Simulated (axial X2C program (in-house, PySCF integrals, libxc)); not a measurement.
# A two-component session on TeCu⁻: properties at the nuclei

Wanted for TeCu⁻: properties at the nuclei, at the two-component level.

Computed with an in-house X2C program for linear molecules on PySCF integrals. Level: two-component X2C with atomic mean-field terms, Te dyall-acv3z, Cu dyall-acv3z.

All values are calculated.

### 1 Set-up

task.json

```json
{"zs": [52, 29], "q": -1, "bas": ["dyall-acv3z", "dyall-acv3z"], "r0": 2.43, "levels": ["PBE0", "HF", "TPSSh", "PBE", "PBE50"], "nst": 3}
```

Keys: zs atomic numbers; q charge; bas basis sets; r0 starting distance in Å; levels methods (HF also brings MP2); nst determinants followed.

Run with:

```console
> python soeom.py task.json out
```

The runs that follow: Expectation values, lowest determinant; Expectation values, a higher determinant; Expectation values, a higher determinant.

**Question.** What will these runs give? Wanted: lowest determinant; qzz Te; qzz Cu; higher determinant; Eeff magnitude; Ws magnitude Te; A∥/gI Te (for each run or level that gives them).

The runs gave:

| quantity | value |
| --- | --- |
| lowest determinant | Ω = 0 (closed shell) |
| qzz Te (a.u.), PBE0 | 5.75 |
| qzz Cu (a.u.), PBE0 | 0.67 |
| higher determinant | Ω = 2 (excess of +ω over −ω: ω = 1/2, ω = 3/2) |
| Eeff magnitude (GV/cm), PBE0, higher determinant | 5.44 |
| Ws magnitude Te (kHz), PBE0, higher determinant | 1.39 |
| A∥/gI Te (MHz), PBE0, higher determinant | 439 |
| qzz Te (a.u.), PBE0, higher determinant | -2.12 |
| higher determinant | Ω = 1 (excess of +ω over −ω: ω = -1/2, ω = 3/2) |
| Eeff magnitude (GV/cm), PBE0, higher determinant | 4.25 |
| Ws magnitude Te (kHz), PBE0, higher determinant | 1.99 |
| A∥/gI Te (MHz), PBE0, higher determinant | 393 |
| qzz Te (a.u.), PBE0, higher determinant | -2.23 |

The expectation values come from single determinants, which for open shells can mix terms of unlike spin or miss the lowest Ω, so a determinant need not be a state. Eeff is the effective electric field on the electron dipole moment in this Ω state and Ws the scalar–pseudoscalar constant (defined with the proton number Z and per Ω); A∥ is the parallel hyperfine constant, which follows by multiplying with the nuclear g factor gI = μI/(I μN); qzz is the electric field gradient, eQq0 = 234.96 MHz × Q/barn × qzz. The operators were transformed with the bare-nucleus X2C matrices.
